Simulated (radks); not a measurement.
# Tm⁺ in [Kr] 4d10 4f13 5s1.75 5p6 6s1 6p0.25: an all-electron calculation

An exercise on one series of results from a longer session: the logs are not shown, and one member is left open.

The numbers are computed with radks (a radial shooting solver on a logarithmic mesh, Libxc functionals) version 1 (scalar-relativistic Kohn-Sham, revPBE, spin-unpolarised, spherical densities, finite nucleus), except any that are marked as measured or tabulated.

### What is computed

| Property | Result |
| --- | --- |
| element | thulium (Z = 69) |
| charge | +1 |
| electrons | 68 |
| configuration | [Kr] 4d10 4f13 5s1.75 5p6 6s1 6p0.25 |
| nuclear rms radius | 5.2256 fm |

The first run:

The run's settings:

```text
Z 69
configuration [Kr] 4d10 4f13 5s1.75 5p6 6s1 6p0.25 5d0 7s0 5f0 7p0
relativity scalar-relativistic
functional pbe_r,pbe
spin unpolarised
nucleus finite rms 5.2256 fm
c 137.035999084
```

One table of the session follows, with a row left open; its other results are not shown here.

It belongs to the step «Radial structure». Sizes of the orbitals, from the radial functions (bohr):

```
level      <r>  outermost maximum (interpolated)  90 % within  nodes
   1s  0.02001                            0.0126       0.0363      0
   2s  0.08488                            0.0719        0.131      1
   2p  0.07541                            0.0585        0.123      0
   3s   0.2210                             0.203        0.324      2
   3p   0.2203                             0.200        0.329      1
   3d   0.1998                             0.163        0.311      0
   4s   0.4979                             0.464        0.715      3
   4p   0.5285                             0.486        0.769      2
   4d        ?                                 ?            ?      ?
   5s    1.227                              1.09         1.77      4
   5p    1.459                              1.25         2.15      3
   4f   0.7973                             0.496         1.40      0
   6s    3.528                              3.07         5.15      5
   5d    2.652                              1.89         4.30      2
   6p    4.633                              4.00         6.80      4
   7s    8.001                              7.60         11.3      6
```

Q: Estimate the row for 4d from the others.

As computed: <r>: 0.5718; outermost maximum (interpolated): 0.501; 90 % within: 0.860; nodes: 1. In the column «<r>» it lies between 4p (0.5285) and 4f (0.7973).
